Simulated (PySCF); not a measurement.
# C4H3BCl2: the cost of one run

Computed with PySCF 2.14.0, with density-fitted response routines of our own, on a single molecule in the gas phase. Atoms are numbered from 0 throughout.

**1. Starting geometry**

10 atoms, charge 0, multiplicity 1; geometry from: GFN2-xTB. The atoms were then displaced at random by about 0.01 Å, so the start is not that level's minimum.

Bonds of the start (Å): C0–C1 1.30, C1–C2 1.39, C2–C3 1.27, C3–B4 1.46, B4–Cl5 1.72, B4–Cl6 1.73, C0–H7 1.11, C0–H8 1.09, C1–H9 1.08.

**2. Optimising the geometry at PBE0-D3(BJ)/def2-SVP**

What the job is given:

```
{"job": {"xc": "PBE0", "basis": "def2-SVP", "d3": "d3bj", "grid": 1, "shake": 0.01, "kind": "geom"}, "charge": 0, "multiplicity": 1}
C     -2.320300     0.021450    -0.174910
C     -1.312960    -0.791040    -0.086850
C      0.007350    -0.348780    -0.096150
C      1.214310     0.032690    -0.087530
B      2.597390     0.508060    -0.091360
Cl     3.902360    -0.585750     0.140870
Cl     2.953580     2.190250    -0.301550
H     -2.181830     1.116390    -0.273140
H     -3.357730    -0.305430    -0.148330
H     -1.451730    -1.858780     0.014290
```

Command:

```console
OMP_NUM_THREADS=1 python probes_run.py task.json out
```

This one command runs all jobs of the session in turn.

**Question.** How long does this first job take on 1 thread of Arm Neoverse V2, shared host, and how much memory does it need?

About 47 s, with a peak of 0.5 GiB.
